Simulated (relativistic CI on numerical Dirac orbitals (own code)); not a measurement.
**Mn⁺ (3d6) in crystal fields: levels and magnetism**

How does a crystal field split the 3d6 shell of Mn⁺, and what follows for the ground state and χT? 6 fields tried.

The numbers are computed with relativistic CI on numerical Dirac orbitals (own code) version 1 (Dirac-Coulomb-Breit CI, KLI orbitals optimised for each configuration, model QED (radiative potential, 1s self-energy scaled to tabulated hydrogen-like ionisation energies), valence Slater integrals scaled by 0.65, one configuration in a parametric crystal field), except any that are marked as measured or tabulated.

## 1. What is computed

| Item | Value |
| --- | --- |
| ion | Mn⁺ (Mn II) |
| nuclear charge | 25 |
| electrons | 24 |
| open shell | 3d6 |
| Slater scale | 0.65 |
| field 1 (cm⁻¹) | D3d, 10Dq = 11250, Dsigma = -110, Dtau = -310 |
| field 2 (cm⁻¹) | D4h, 10Dq = 15200, Ds = -1020, Dt = 700 |
| field 3 (cm⁻¹) | D4h, 10Dq = 5550, Ds = 1060, Dt = 630 |
| field 4 (cm⁻¹) | D3d, 10Dq = 18150, Dsigma = 170, Dtau = -170 |
| field 5 (cm⁻¹) | D4h, 10Dq = 10700, Ds = 350, Dt = 560 |
| field 6 (cm⁻¹) | D4h, 10Dq = 8950, Ds = -690, Dt = 580 |

Outer shells as boxes (Hund's rule):

[Ar] 3d6
```
[Ar] core
3d [↑↓][↑ ][↑ ][↑ ][↑ ]
```

## 2. Field 1: D3d, 10Dq = 11250, Dsigma = -110, Dtau = -310

The run's settings:

```ini
atom Mn  Z=25  charge=1  electrons=24
nucleus A=55  rms_radius_fm=3.7057
hamiltonian dirac-coulomb  breit=on  qed=on  c_scale=1
orbitals kli  potential=per-configuration
slater_scale 0.65
correlation none
mixing on
configurations
  [Ar] 3d6
end
crystal_field D3d 10Dq=11250 Dsigma=-110 Dtau=-310
```

## 3. Field 2: D4h, 10Dq = 15200, Ds = -1020, Dt = 700

The settings differ from step 2 so:

```diff
@@ -10,2 +10,2 @@
 end
-crystal_field D3d 10Dq=11250 Dsigma=-110 Dtau=-310
+crystal_field D4h 10Dq=15200 Ds=-1020 Dt=700
```

## 4. Field 3: D4h, 10Dq = 5550, Ds = 1060, Dt = 630

The settings differ from step 3 so:

```diff
@@ -10,2 +10,2 @@
 end
-crystal_field D4h 10Dq=15200 Ds=-1020 Dt=700
+crystal_field D4h 10Dq=5550 Ds=1060 Dt=630
```

## 5. Field 4: D3d, 10Dq = 18150, Dsigma = 170, Dtau = -170

The settings differ from step 4 so:

```diff
@@ -10,2 +10,2 @@
 end
-crystal_field D4h 10Dq=5550 Ds=1060 Dt=630
+crystal_field D3d 10Dq=18150 Dsigma=170 Dtau=-170
```

## 6. Field 5: D4h, 10Dq = 10700, Ds = 350, Dt = 560

The settings differ from step 5 so:

```diff
@@ -10,2 +10,2 @@
 end
-crystal_field D3d 10Dq=18150 Dsigma=170 Dtau=-170
+crystal_field D4h 10Dq=10700 Ds=350 Dt=560
```

## 7. Field 6: D4h, 10Dq = 8950, Ds = -690, Dt = 580

The settings differ from step 6 so:

```diff
@@ -10,2 +10,2 @@
 end
-crystal_field D4h 10Dq=10700 Ds=350 Dt=560
+crystal_field D4h 10Dq=8950 Ds=-690 Dt=580
```

(Steps that only read results are left out.)

Before running it: what results should come out? Wanted: ground spin.

**Answer**, as computed:

| field | ground state | degeneracy | S | J | first gap (cm⁻¹) | stabilisation (cm⁻¹) | χT at 2 K | χT at 300 K |
| --- | --- | --- | --- | --- | --- | --- | --- | --- |
| 1: D3d | E | 2 | 2.00 | 3.51 | 41 | -4709 | 3.036 | 3.389 |
| 2: D4h | A1 | 1 | 2.00 | 3.05 | 0 | -8584 | 2.277 | 3.101 |
| 3: D4h | A1 | 1 | 2.00 | 3.31 | 8 | -2358 | 1.252 | 3.595 |
| 4: D3d | A1 | 1 | 0.01 | 4.59 | 10738 | -21522 | 0.001 | 0.083 |
| 5: D4h | A1 | 1 | 2.00 | 3.09 | 0 | -3904 | 2.621 | 3.267 |
| 6: D4h | A1 | 1 | 2.00 | 3.08 | 0 | -5298 | 2.431 | 3.157 |

χT is in cm³ K/mol; stabilisation counts from the free ion's lowest level; S and J come from the expectation values of their squares.

```
                           quantity                                                 value
ground spin (effective S from ⟨S²⟩)  1: 2.00, 2: 2.00, 3: 2.00, 4: 0.01, 5: 2.00, 6: 2.00
                        χT at 300 K                                0.08 to 3.60 cm³ K/mol
```

**Reading.** The ground spin ranges from 0.01 to 2.00 over these fields. Field 4 leaves a non-degenerate ground state well apart, so χT falls towards zero on cooling. The field is a set of parameters, without covalency or charge transfer.
